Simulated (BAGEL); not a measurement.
# CH4F2Si (SMILES C[SiH](F)F), step by step

We compute the energy (HF/cc-pVDZ), then the energy (NEVPT2(2,2)/cc-pVDZ) of CH4F2Si. 

The calculation is run with BAGEL 1.2.2.

1 further run of the same task is left out (set aside as unsound or not needed).

### 1 The system as given

The species is CH4F2Si (8 atoms), meant as a singlet with charge 0. As SMILES, `C[SiH](F)F`. The C1–H5 distance was set to 2.513 Å, away from the relaxed value. At this shape a bond of the SMILES string is far longer than usual.

Bond lengths: C1–Si2 1.840 Å, Si2–F3 1.591 Å, Si2–F4 1.591 Å, C1–H6 1.093 Å, C1–H7 1.093 Å, Si2–H8 1.477 Å. Angles: C1–Si2–F3 109.8°, C1–Si2–F4 109.8°, F3–Si2–F4 106.8°, C1–Si2–H8 114.8°, F3–Si2–H8 107.6°, F4–Si2–H8 107.6°, Si2–C1–H6 110.6°, Si2–C1–H7 110.6°, H6–C1–H7 108.2°.

### 2 A single-point energy at HF/cc-pVDZ (density fitting with svp-jkfit) (run 1)

The input, calc.json:

```json
{ "bagel": [

{
  "title": "molecule",
  "basis": "cc-pvdz.json",
  "df_basis": "svp-jkfit",
  "geometry": [
    { "atom": "C", "xyz": [ -1.64957784,  0.71469631,  2.00543972 ] },
    { "atom": "Si", "xyz": [ -0.29577804, -2.41639091,  2.67685942 ] },
    { "atom": "F", "xyz": [  2.70321732, -2.23327644,  2.76397579 ] },
    { "atom": "F", "xyz": [ -0.98496116, -4.32255765,  0.45718711 ] },
    { "atom": "H", "xyz": [ -0.02532233,  2.39806245, -2.12669778 ] },
    { "atom": "H", "xyz": [ -1.14993425,  2.05507905,  3.49454391 ] },
    { "atom": "H", "xyz": [ -3.70881240,  0.60641500,  1.89829225 ] },
    { "atom": "H", "xyz": [ -1.14124151, -3.57006870,  5.07378803 ] }
  ]
},
{
  "title": "hf"
},
{
  "title": "print",
  "file": "orbitals.molden",
  "orbitals": true
}

]}
```

The basis set cc-pVDZ is read from a file made from the Basis Set Exchange's data (not shown).

On the command line:

```
$ BAGEL_NUM_THREADS=1 BAGEL calc.json > calc.out
```

Standard output:

```text
* using 1 threads per process

  ===============================================================
  ===============================================================

  *** Geometry ***

  { "atom" : "C", "xyz" : [     -1.649578,      0.714696,      2.005440 ] },
  { "atom" : "Si", "xyz" : [     -0.295778,     -2.416391,      2.676859 ] },
  { "atom" : "F", "xyz" : [      2.703217,     -2.233276,      2.763976 ] },
  { "atom" : "F", "xyz" : [     -0.984961,     -4.322558,      0.457187 ] },
  { "atom" : "H", "xyz" : [     -0.025322,      2.398062,     -2.126698 ] },
  { "atom" : "H", "xyz" : [     -1.149934,      2.055079,      3.494544 ] },
  { "atom" : "H", "xyz" : [     -3.708812,      0.606415,      1.898292 ] },
  { "atom" : "H", "xyz" : [     -1.141242,     -3.570069,      5.073788 ] },

  Number of auxiliary basis functions:      429

  Since a DF basis is specified, we compute 2- and 3-index integrals:
    o Being stored without compression. Storage requirement is 0.022 GB

  Number of basis functions:       80
  Number of electrons      :       42

    * METHOD: MOLECULE                             0.18

  *** RHF ***

  === Nuclear Repulsion ===
   179.5129415340

      * DIIS with orbital gradients will be used.

  === RHF iteration (cc-pvdz.json) ===
      0       -527.58359979          0.01853927           0.05
      1       -527.78594563          0.01423711           0.04
      2       -527.91833248          0.00187863           0.04
      3       -527.92179339          0.00102761           0.04
      4       -527.92259541          0.00017055           0.04
      5       -527.92263916          0.00005821           0.04
      6       -527.92264379          0.00001372           0.04
      7       -527.92264404          0.00000329           0.04
      8       -527.92264405          0.00000157           0.04
      9       -527.92264405          0.00000057           0.04
     10       -527.92264405          0.00000027           0.04
     11       -527.92264405          0.00000008           0.04
     12       -527.92264405          0.00000004           0.04
     13       -527.92264405          0.00000001           0.04
     14       -527.92264405          0.00000000           0.04
    * SCF iteration converged.

    * Permanent dipole moment:
           (    0.818425,    -0.369853,    -0.975000) a.u.

    * METHOD: HF                                   0.78

    * METHOD: PRINT                                0.02

  ===============================================================
```

It took 1.1 s on 1 thread of Arm Neoverse V1, shared host; peak memory 0.15 GiB.

### 3 A single-point energy at NEVPT2(2,2)/cc-pVDZ (density fitting with svp-jkfit) (run 2)

The input, job.json:

```json
{ "bagel": [

{
  "title": "molecule",
  "basis": "cc-pvdz.json",
  "df_basis": "svp-jkfit",
  "geometry": [
    { "atom": "C", "xyz": [    -1.64957784,     0.71469631,     2.00543972 ] },
    { "atom": "Si", "xyz": [    -0.29577804,    -2.41639091,     2.67685942 ] },
    { "atom": "F", "xyz": [     2.70321732,    -2.23327644,     2.76397579 ] },
    { "atom": "F", "xyz": [    -0.98496116,    -4.32255765,     0.45718711 ] },
    { "atom": "H", "xyz": [    -0.02532233,     2.39806245,    -2.12669778 ] },
    { "atom": "H", "xyz": [    -1.14993425,     2.05507905,     3.49454391 ] },
    { "atom": "H", "xyz": [    -3.70881240,     0.60641500,     1.89829225 ] },
    { "atom": "H", "xyz": [    -1.14124151,    -3.57006870,     5.07378803 ] }
  ]
},

{ "title": "hf" },

{ "title": "nevpt2", "nstate": 1, "nact": 2, "nclosed": 20, "active": [21, 22], "maxiter": 200, "natocc": true, "ncore": 8 },

{ "title": "print", "file": "orbitals.molden", "orbitals": true }

]}
```

The basis set cc-pVDZ is read from a file made from the Basis Set Exchange's data (not shown).

On the command line:

```
$ BAGEL_NUM_THREADS=1 BAGEL job.json > job.out
```

Standard output:

```text
* using 1 threads per process

  ===============================================================
  ===============================================================

  *** Geometry ***

  { "atom" : "C", "xyz" : [     -1.649578,      0.714696,      2.005440 ] },
  { "atom" : "Si", "xyz" : [     -0.295778,     -2.416391,      2.676859 ] },
  { "atom" : "F", "xyz" : [      2.703217,     -2.233276,      2.763976 ] },
  { "atom" : "F", "xyz" : [     -0.984961,     -4.322558,      0.457187 ] },
  { "atom" : "H", "xyz" : [     -0.025322,      2.398062,     -2.126698 ] },
  { "atom" : "H", "xyz" : [     -1.149934,      2.055079,      3.494544 ] },
  { "atom" : "H", "xyz" : [     -3.708812,      0.606415,      1.898292 ] },
  { "atom" : "H", "xyz" : [     -1.141242,     -3.570069,      5.073788 ] },

  Number of auxiliary basis functions:      429

  Since a DF basis is specified, we compute 2- and 3-index integrals:
    o Being stored without compression. Storage requirement is 0.022 GB

  Number of basis functions:       80
  Number of electrons      :       42

    * METHOD: MOLECULE                             0.18

  *** RHF ***

  === Nuclear Repulsion ===
   179.5129415340

      * DIIS with orbital gradients will be used.

  === RHF iteration (cc-pvdz.json) ===
      0       -527.58359979          0.01853927           0.05
      1       -527.78594563          0.01423711           0.04
      2       -527.91833248          0.00187863           0.04
      3       -527.92179339          0.00102761           0.04
      4       -527.92259541          0.00017055           0.04
      5       -527.92263916          0.00005821           0.04
      6       -527.92264379          0.00001372           0.04
      7       -527.92264404          0.00000329           0.04
      8       -527.92264405          0.00000157           0.04
      9       -527.92264405          0.00000057           0.04
     10       -527.92264405          0.00000027           0.04
     11       -527.92264405          0.00000008           0.04
     12       -527.92264405          0.00000004           0.04
     13       -527.92264405          0.00000001           0.04
     14       -527.92264405          0.00000000           0.04
    * SCF iteration converged.

    * Permanent dipole moment:
           (    0.818425,    -0.369853,    -0.975000) a.u.

    * METHOD: HF                                   0.79

    * freezing 8 orbitals
  ---------------------------
      CASSCF calculation
  ---------------------------

    ==== Active orbitals : =====
         Orbital 21
         Orbital 22
    ============================

    * nstate   :      1
    * nclosed  :     20
    * nact     :      2
    * nvirt    :     58
  === CASSCF iteration (cc-pvdz.json) ===

    * Using the second-order algorithm

      0  0      -527.98975909     5.49e-03      0.01

      1  0      -528.01291713     8.00e-04      0.25

      2  0      -528.01326900     1.68e-04      0.24

      3  0      -528.01327874     3.53e-05      0.25

      4  0      -528.01327915     7.48e-06      0.23

      5  0      -528.01327917     1.59e-06      0.25

      6  0      -528.01327917     3.40e-07      0.23

      7  0      -528.01327917     7.25e-08      0.23

      8  0      -528.01327917     1.54e-08      0.20

      9  0      -528.01327917     3.29e-09      0.20

    * Second-order optimization converged. *

     guess   0:   closed 1.                   open ..

  === FCI iteration ===

      0  0      -527.91186393     9.08e-02      0.00
      1  0      -528.01312147     3.91e-03      0.00
      2  0 *    -528.01327917     2.23e-16      0.00

     * ci vector, state   0, <S^2> = 0.0000
       2.     0.8730825972
       .2    -0.4875723314

  === DF-NEVPT2 calculation ===

    * 3-index integral transformation done
    * assembly done

      NEVPT2 correlation energy:   -0.5847193452      0.16

          (+0)     -0.5408010829
          (+0)'    -0.0085567201
          (+1)     -0.0065367369
          (+1)'    -0.0000000000
          (+2)     -0.0001658749
          (-1)     -0.0277665903
          (-1)'     0.0000000000
          (-2)     -0.0008923401

      NEVPT2 total energy:       -528.5979985137

    * METHOD: NEVPT2                               2.48

    * METHOD: PRINT                                0.02

  ===============================================================
```

Run time: 3.6 s. Hardware: 1 thread of Arm Neoverse V1, shared host; peak memory 0.15 GiB.

### 4 Outcome

```
                                quantity          value
         run 1, HF/cc-pVDZ: total energy  -527.92264 Eh
        run 1, HF/cc-pVDZ: dipole moment         3.37 D
          run 1, HF/cc-pVDZ: HOMO energy       -9.43 eV
          run 1, HF/cc-pVDZ: LUMO energy       -0.81 eV
        run 1, HF/cc-pVDZ: HOMO–LUMO gap        8.63 eV
run 2, NEVPT2(2,2)/cc-pVDZ: total energy  -528.59800 Eh
```

**Reading.** One bond (run 1, HF/cc-pVDZ) is far stretched, which a spin-restricted single reference describes badly; a broken-symmetry solution may lie lower.
